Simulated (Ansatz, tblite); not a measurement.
# Ga8N8 wurtzite off sphere (Ga₈N₈H₂₂): rung by rung

An exercise on one series of results from a longer session: the logs are not shown, and one member is left open.

Program: Ansatz 0.2.0, Gaussian basis. Level of theory: as each input shows. These are calculated values, not measurements.

The runs, in order: GFN1-xTB, GFN2-xTB, PBE-D4/def2-TZVP, r2SCAN-D4/def2-TZVP, HF/def2-TZVP, r2SCANh-D4/def2-TZVP, r2SCAN0-D4/def2-TZVP, PBE-D4/def2-SVP, PBE0-D4/def2-SVP, MP2/def2-SVP, RPA/def2-SVP.

## The geometry

The geometry is that of the singlet, from an earlier relaxation (r2SCAN-D4/def2-SVP).

38 atoms, charge 0, spin multiplicity 1.

Bond lengths: Ga1–N2 2.028 Å, Ga1–N3 1.997 Å, Ga1–H17 1.569 Å, Ga1–H18 1.572 Å, N2–Ga5 1.997 Å, N2–H19 1.024 Å, N2–H20 1.024 Å, N3–Ga4 1.966 Å, N3–Ga11 1.947 Å, N3–H21 1.027 Å, Ga4–N6 1.977 Å, Ga4–N7 1.966 Å, Ga4–H22 1.564 Å, Ga5–N6 1.959 Å, Ga5–N12 1.944 Å, Ga5–H23 1.564 Å, N6–Ga9 1.959 Å, N6–H24 1.026 Å and more. Angles: N2–Ga1–N3 98.8°, N2–Ga1–H17 106.7°, N2–Ga1–H18 105.5°, N3–Ga1–H17 110.1°, N3–Ga1–H18 109.2°, H17–Ga1–H18 123.5°, Ga1–N2–Ga5 119.1°, Ga1–N2–H19 108.5°, Ga1–N2–H20 108.0°, Ga5–N2–H19 108.2°, Ga5–N2–H20 108.1°, H19–N2–H20 103.9°, Ga1–N3–Ga4 111.3°, Ga1–N3–Ga11 109.6°, Ga1–N3–H21 103.7°, Ga4–N3–Ga11 117.3°, Ga4–N3–H21 106.2°, Ga11–N3–H21 107.7° and more.

PBE0-D4/def2-TZVP was run before; its log isn't repeated, and its numbers join the tables.

The first run:

Tight binding, by tblite at 300 K electronic temperature and without a spin-polarisation term:

```python
tblite.interface.Calculator('GFN1-xTB', numbers, positions, charge=0, uhf=0).singlepoint()
```

Tight binding, by tblite at 300 K electronic temperature and without a spin-polarisation term:

```python
tblite.interface.Calculator('GFN2-xTB', numbers, positions, charge=0, uhf=0).singlepoint()
```

start.molden holds the orbitals of an earlier run on this state, given as this run's starting guess.

in.yaml reads:

```yaml
crystal:
  periodic: [false, false, false]
  atoms:
    - {symbol: Ga, position_ang: [0.418905, -3.528777, -1.126676]}
    - {symbol: N, position_ang: [0.370955, -3.387092, 0.896057]}
    - {symbol: N, position_ang: [0.414873, -1.581127, -1.567830]}
    - {symbol: Ga, position_ang: [-1.248063, -0.718395, -0.971036]}
    - {symbol: Ga, position_ang: [0.449062, -1.581063, 1.744416]}
    - {symbol: N, position_ang: [-1.094331, -0.632605, 0.997873]}
    - {symbol: N, position_ang: [-1.162191, 1.154082, -1.564699]}
    - {symbol: Ga, position_ang: [-2.844943, 2.133184, -1.120163]}
    - {symbol: Ga, position_ang: [-1.142270, 1.177036, 1.747574]}
    - {symbol: N, position_ang: [-2.746485, 2.013319, 0.902132]}
    - {symbol: Ga, position_ang: [2.092726, -0.777083, -0.995657]}
    - {symbol: N, position_ang: [1.964115, -0.660614, 0.947024]}
    - {symbol: N, position_ang: [1.949506, 1.126092, -1.599738]}
    - {symbol: Ga, position_ang: [0.374670, 2.202479, -0.992182]}
    - {symbol: Ga, position_ang: [2.113583, 1.217452, 1.647866]}
    - {symbol: N, position_ang: [0.412162, 2.029346, 0.950196]}
    - {symbol: H, position_ang: [-0.937500, -4.183561, -1.564577]}
    - {symbol: H, position_ang: [1.826967, -4.135395, -1.472392]}
    - {symbol: H, position_ang: [-0.469719, -3.863866, 1.235270]}
    - {symbol: H, position_ang: [1.141246, -3.948579, 1.270457]}
    - {symbol: H, position_ang: [0.393927, -1.564751, -2.594706]}
    - {symbol: H, position_ang: [-2.543814, -1.464587, -1.430663]}
    - {symbol: H, position_ang: [0.457717, -1.733016, 3.301140]}
    - {symbol: H, position_ang: [-1.923822, -1.111579, 1.366815]}
    - {symbol: H, position_ang: [-1.159618, 1.129286, -2.591613]}
    - {symbol: H, position_ang: [-4.091915, 1.290352, -1.561723]}
    - {symbol: H, position_ang: [-2.662865, 3.656882, -1.459877]}
    - {symbol: H, position_ang: [-1.268087, 1.258194, 3.304542]}
    - {symbol: H, position_ang: [-3.578994, 1.521128, 1.239473]}
    - {symbol: H, position_ang: [-2.849115, 2.959626, 1.279959]}
    - {symbol: H, position_ang: [3.412164, -1.410558, -1.545845]}
    - {symbol: H, position_ang: [2.812253, -1.102753, 1.320463]}
    - {symbol: H, position_ang: [2.014766, 1.165027, -2.620928]}
    - {symbol: H, position_ang: [2.791383, 1.611168, -1.268370]}
    - {symbol: H, position_ang: [0.487399, 3.662670, -1.539903]}
    - {symbol: H, position_ang: [2.051861, 1.179882, 3.216640]}
    - {symbol: H, position_ang: [3.319153, 1.913973, 0.895401]}
    - {symbol: H, position_ang: [0.454335, 2.984234, 1.325290]}
basis:
  gaussian: {orbitals: def2-TZVP, fitting: {mean_field: def2-universal-jkfit}, initial_orbitals: start.molden}
hamiltonian: {xc: pbe, dispersion: d4}
scf: {omitted_lower_state_checks: [starts]}
output: {forces: true, orbitals: {seedname: orbitals}}
```

On the command line:

```bash
$ ansatz run in.yaml --threads 2 --pin off --events-out ev --progress --plain --max-ram 32768MiB --backend cuda --devices 0, --max-vram 18GiB
```

Among the steps run: PBE-D4/def2-TZVP; r2SCAN-D4/def2-TZVP; HF/def2-TZVP; r2SCANh-D4/def2-TZVP; r2SCAN0-D4/def2-TZVP; PBE-D4/def2-SVP; PBE0-D4/def2-SVP; MP2/def2-SVP; RPA/def2-SVP.

One of the session's tables, all rows but one given; the rest of the session is left out.

It belongs to the step «Binding energy». 

| level | binding an atom (eV) |
| --- | --- |
| HF/def2-SVP | 2.229 |
| HF/def2-TZVP | 2.191 |
| PBE-D4/def2-SVP | 3.311 |
| PBE-D4/def2-TZVP | 3.280 |
| r2SCAN-D4/def2-TZVP | 3.257 |
| r2SCANh-D4/def2-TZVP | 3.237 |
| PBE0-D4/def2-SVP | ? |
| PBE0-D4/def2-TZVP | 3.240 |
| r2SCAN0-D4/def2-TZVP | 3.210 |
| MP2/def2-SVP | 3.117 |

**Question.** Estimate the row for PBE0-D4/def2-SVP.

The run gave: binding an atom (eV): 3.270. In the column «binding an atom (eV)» it lies between r2SCAN-D4/def2-TZVP (3.257) and PBE-D4/def2-TZVP (3.280).

To keep in mind: Free atoms were run apart at each level; binding is atoms less cluster, divided by the number of atoms, without zero-point or spin-orbit terms.
